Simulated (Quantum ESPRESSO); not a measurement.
Cu: equation of state with PBEsol

Crystal: Cu.

```
CELL_PARAMETERS angstrom
0.00000 1.80750 1.80750
1.80750 0.00000 1.80750
1.80750 1.80750 0.00000
ATOMIC_POSITIONS crystal
Cu 0.00000 0.00000 0.00000
```

```
Program             : Quantum ESPRESSO 7.5
Task                : equation of state
Functional          : PBEsol
Potentials or basis : GBRV 1.5 PBEsol
Cutoff              : 762 eV
Density cutoff      : 6095 eV
k mesh              : 13 × 13 × 13
Occupations         : fermi-dirac, width 0.05 eV
Spin                : no spin polarisation
Mixing beta         : 0.5
Most SCF iterations : 120
SCF threshold       : 2e-10 Ry
```

| Quantity | Value |
| --- | --- |
| Equilibrium volume | 11.35 Å³/atom |
| Bulk modulus | 167 GPa |
| Pressure derivative of the bulk modulus | 4.9 |

Energy against volume, from the lowest point:
```csv
volume (Å³/atom),energy (meV/atom)
11.102,2.94
11.338,0.00
11.574,2.22
11.810,9.04
12.047,19.89
12.283,34.33
12.519,51.94
```

All runs of the series together: 66 s on 2 threads of Arm Neoverse V2, with other jobs on the host.
